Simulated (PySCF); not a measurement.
# CdIn: from the state search to spectroscopic constants

Aim: find the lowest electronic state of CdIn, scan its bond at several levels of theory, and get bond length, wavenumber and dissociation energy from each curve.

Computed with PySCF 2.14.0. Level: Cd def2-SVP with ECP28, In def2-SVP with ECP28, scalar-relativistic core potentials.

1 further run of the same task is left out (it didn't finish).

## 1. Input

Settings of the job:

- atoms: Cd, In
- charge: 0
- basis: Cd def2-SVP with ECP28, In def2-SVP with ECP28
- Hamiltonian: scalar-relativistic core potentials
- basis functions: 57
- electrons treated: 41
- masses in u: 113.9034, 114.9039
- levels: PBE0, PBE, r²SCAN, B2PLYP, BLYP, B3LYP, CAM-B3LYP, HF, MP2, SCS-MP2
- grid: 80 radial by 434 angular points
- occupations: held fixed by the projection of orbital angular momentum
- dissociation limit: Cd + In, each in its ground configuration
- starting distance in angstrom: 2.790
- values of 2S to try: 1, 3

Command:

```console
$ OMP_NUM_THREADS=1 python dia.py task.json out
```

After this run come: First curve: PBE0; Other states along the same grid; PBE (GGA); r²SCAN; B2PLYP (double hybrid); BLYP (GGA); B3LYP (global hybrid GGA); CAM-B3LYP (range-separated hybrid); ROHF (mean field).

Q: Predict the outcome of this session. Wanted: for each run, Re; ωe; De; μ.

As calculated:

Lowest PBE0 solution found, without spin–orbit coupling: ²Π (doublet), unpaired electrons π ↑. State 2 has its PBE0 minimum 0.17 eV higher. State 3 has its PBE0 minimum 2.45 eV higher. The other levels ran on the lowest alone.

| level | Re (Å) | ωe (cm⁻¹) | De (eV) | μ (D) |
| --- | --- | --- | --- | --- |
| ROHF-MP2 | 3.056 | 75.9 | 0.227 | n/a |
| ROHF-SCS-MP2 | 3.169 | 59.6 | 0.143 | n/a |
| PBE | 3.031 | 86.5 | 0.334 | -0.38 |
| BLYP | 3.136 | 71.3 | 0.193 | -0.17 |
| r²SCAN | 2.964 | 94.3 | 0.349 | -0.55 |
| B3LYP | 3.136 | 69.7 | 0.183 | -0.39 |
| PBE0 | 3.054 | 81.4 | 0.279 | -0.66 |
| CAM-B3LYP | 3.152 | 63.4 | 0.150 | -0.59 |
| B2PLYP | 3.110 | 70.6 | 0.183 | -0.71 |

De is counted to Cd + In in their ground configurations. A positive dipole means Cd(−)In(+). No constants: ROHF (no minimum is bracketed among the points kept).

In words: The methods spread over 0.204 Å in bond length, from r²SCAN to ROHF-SCS-MP2. Of the levels with a De here, ROHF-SCS-MP2 gives the least (0.143 eV) and r²SCAN the most (0.349 eV).

Correlated steps freeze 4 core orbitals. Spin–orbit coupling is left out, which matters for elements this heavy, above all for dissociation energies. B2PLYP dipoles, levels and charges come from its SCF part alone. The bond is weak, and basis-set superposition, which was not computed, may be a sizeable part of it.
